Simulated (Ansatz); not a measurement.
I need a rigid torsion scan of C2H6BFSe, SMILES CB[Se]CF. Use Ansatz 0.2.0 through its Python package. Use (for the species named): B3LYP, def2-SVP basis, multiplicity 1.

```xyz
11

C    -1.5612   -0.5991    0.6787
B    -0.1552   -0.1069    1.0972
Se    1.4277   -0.8951    0.1710
C     1.5381    0.5126   -1.1733
F     2.5171    0.2824   -2.0582
H    -1.7672   -0.3052   -0.4076
H    -1.6960   -1.6437    0.8320
H    -2.3241    0.0050    1.2687
H    -0.0023    0.7180    1.9925
H     0.5130    0.4806   -1.7142
H     1.5756    1.4944   -0.6662
```

`torsion_c2h6bfse.py`
```python
import ansatz as az
from ase import Atoms


def main() -> None:
    atoms = Atoms(['C', 'B', 'Se', 'C', 'F', 'H', 'H', 'H', 'H', 'H', 'H'], positions=[
        (-1.5612, -0.5991, 0.6787),
        (-0.1552, -0.1069, 1.0972),
        (1.4277, -0.8951, 0.171),
        (1.5381, 0.5126, -1.1733),
        (2.5171, 0.2824, -2.0582),
        (-1.7672, -0.3052, -0.4076),
        (-1.696, -1.6437, 0.832),
        (-2.3241, 0.005, 1.2687),
        (-0.0023, 0.718, 1.9925),
        (0.513, 0.4806, -1.7142),
        (1.5756, 1.4944, -0.6662),
    ])

    first = (
        az.Crystal.molecule_from_ase(atoms).calculation()
        .basis(gaussian='def2-SVP')
        .functional('b3lyp')
        .relax(force_tolerance=0.02, max_steps=80)
    )
    atoms.positions = first.run(threads=1).report['positions_ang']

    start = atoms.get_dihedral(2, 1, 0, 5)
    energies = {}
    for turn in range(0, 121, 15):
        turned = atoms.copy()
        turned.set_dihedral(2, 1, 0, 5, start + turn, indices=[0, 5, 6, 7])
        setup = az.Crystal.molecule_from_ase(turned).calculation().basis(gaussian='def2-SVP').functional('b3lyp')
        energies[round((start + turn) % 360)] = setup.run(threads=1).report['free_energy_ev']
    floor = min(energies.values())
    print('dihedral Se2-B1-C0-H5 (deg)   E - E(min) (kJ/mol)')
    for angle, e in sorted(energies.items()):
        print(f'{angle:8d} {96.485332 * (e - floor):14.3f}  ' + '#' * int(30 * (e - floor) / max(max(energies.values()) - floor, 1e-9)))


if __name__ == '__main__':
    main()
```

`python torsion_c2h6bfse.py` gives:
```text
dihedral Se2-B1-C0-H5 (deg)   E - E(min) (kJ/mol)
     235          0.000
     250          0.882  ###
     265          3.178  ###########
     280          5.838  #####################
     295          7.699  ############################
     310          8.081  ##############################
     325          7.090  ##########################
     340          5.516  ####################
     355          4.340  ################
```

Caveats:
- The scan is rigid and the energies are electronic, in a modest basis. With rigid groups the curve can differ much from the relaxed path, the start wasn't checked as a minimum of this torsion, and equivalent turns needn't return to the same energy.
- b3lyp holds the VWN-RPA fit, as in Gaussian; the form of ORCA and Turbomole is b3lyp5.
- Finished in 4 min on 1 thread of Arm Neoverse V2, on a shared host, peak memory 0.37 GiB.
